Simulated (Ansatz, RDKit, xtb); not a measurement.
# C4H7NOSi: which of the isomers drawn lies lowest?

Which of a sample of isomers of C4H7NOSi is the most stable in the gas at 298.15 K, and what are its properties? The sample is small against all isomers, and the most stable one of this formula need not be in it.

Plan: many cheap relaxations first (GFN2-xTB), then density-functional screening, relaxation at PBE0-D3(BJ)/def2-SVP, vibrations (at GFN2-xTB) and a final energy. The numbers are computed, not measured.

## Step 1: Drawing up candidates

Isomers were taken from a list of plausible structures; this is a sample, not all of them. That gives 11 candidates.

```
label               SMILES     spin
 c085    NC1=CC=C[Si@@H]1O  singlet
 c090   NC1=C[SiH2]C(O)=C1  singlet
 c279   NC1=C(O)C=C[SiH2]1  singlet
 c320     NC1=C[SiH2]C=C1O  singlet
 c382   NC1=CC=C(O)[SiH2]1  singlet
 c405   NC1=C(O)[SiH2]C=C1  singlet
 c565     N[Si]1(O)C=CC=C1  singlet
 c636   NC1=CC(O)=C[SiH2]1  singlet
 c870  NC1=C[Si@@H](O)C=C1  singlet
 c895  N[Si@@H]1C=CC(O)=C1  singlet
 c943    N[Si@@H]1C=CC=C1O  singlet
```

Candidates are built by distance geometry, with a force field where one applies, in up to four conformers (letters a to d).

Q: Predict the outcome of this search (final energies at CCSD(T)/def2-SVP + MP2/def2-TZVPP - MP2/def2-SVP).

| quantity | value |
| --- | --- |
| lowest structure found | N[Si]1(O)C=CC=C1, singlet |
| next finalist | NC1=C[Si@@H](O)C=C1, singlet, 19.9 kcal/mol higher in G |
| share at equilibrium, among the finalists | 100.0 % |

The lowest structure found is `N[Si]1(O)C=CC=C1`. Among the finalists first place is clear (19.9 kcal/mol); structures outside the list aren't covered. GFN2-xTB, HF/STO-3G, r2SCAN-D4/def2-SVP, PBE0-D3(BJ)/def2-SVP, HF/def2-SVP and MP2/def2-SVP already put its bonding pattern lowest among the structures in one piece. Lowest found is not proven lowest: the search is finite, and each finalist counts with one conformer. Only 11 drawn patterns were tried, so whole families of isomers are missing, and the result ranks this sample alone.
